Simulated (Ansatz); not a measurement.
# AlGaHCl (triplet): the correlation ladder at a displaced geometry (v2), cc-pVDZ

The task here is to estimate one member of a computed series from the others.

The runs use Ansatz 0.2.0, Gaussian basis; cc-pVDZ, core rule «outside noble gas», up to 24 orbitals frozen.

Plan: UHF; CCSD(T) on ROHF; CCSD(T) on UHF; BCCD(T) on ROHF; CISD; CCSDT(Q) on ROHF; CCSDT(Q) on UHF.

24 further runs of the same task are left out: 1 for a known fault of the program, 11 that didn't finish, 12 set aside as unsound or not needed.

## The geometry

The geometry is a PBE0/def2-TZVP stationary point (not a proven minimum) with its atoms shifted at random (size 0.100 Å). No spin-orbit coupling is included. The filled d shell of Ga may be among the frozen orbitals whatever the setting's name suggests; the logs give the count.

4 atoms, charge 0, spin multiplicity 3.

Atoms are counted from 1 here; the program's logs count them from 0.

Bond lengths: Al1–Ga2 2.481 Å, Ga2–Cl3 2.195 Å, Ga2–H4 1.486 Å. Angles: Al1–Ga2–Cl3 110.1°, Al1–Ga2–H4 128.9°, Cl3–Ga2–H4 119.5°.

Set-up of the first run:

Contents of in.yaml:

```yaml
crystal:
  periodic: [false, false, false]
  atoms:
    - {symbol: Al, position_ang: [0.109860, -0.729031, 2.127245]}
    - {symbol: Ga, position_ang: [-0.055014, 0.611553, 0.046357]}
    - {symbol: Cl, position_ang: [0.021606, -0.706934, -1.706301]}
    - {symbol: H, position_ang: [0.104715, 2.077529, -0.133956]}
basis:
  gaussian: {orbitals: cc-pVDZ}
magnetization: {spin_polarized: true, initial_magnetization: 2}
hamiltonian: {xc: hf}
output: {orbitals: {seedname: orbitals}}
```

The run is started by

```bash
ansatz run in.yaml --threads 1 --pin off --events-out ev --progress --plain --max-ram 2393MiB
```

Steps of the session up to this table: UHF; CCSD(T) on ROHF; CCSD(T) on UHF; BCCD(T) on ROHF; CISD; CCSDT(Q) on ROHF; CCSDT(Q) on UHF.

One of the session's tables, all rows but one given; the rest of the session is left out.

It belongs to the step «Misses and costs». 

```
   method  from UCCSDT(Q) (meV)
     ROHF               +7325.6
      UHF               +7243.8
     RMP2               +1239.8
     UMP2               +1220.3
    RCCSD                +255.3
    UCCSD                     ?
 RCCSD(T)                 +58.9
 UCCSD(T)                 +56.1
  BCCD(T)                 +55.3
   RCCSDT                 +19.5
   UCCSDT                 +16.7
RCCSDT(Q)                  +3.2
UCCSDT(Q)                     0
```

Estimate the missing values for UCCSD.

As computed: from UCCSDT(Q) (meV): +247.5. In the column «from UCCSDT(Q) (meV)» it lies between RCCSD(T) (+58.9) and RCCSD (+255.3).

Not comparable, so not listed: CISD (they don't share determinant, frozen orbitals or solution with the rows shown, or repeat one).

Caveats from the session: Restricted and unrestricted rows rest on different reference determinants; where their highest levels disagree by more than a few hundredths of an eV, they describe different states and don't form one ladder.
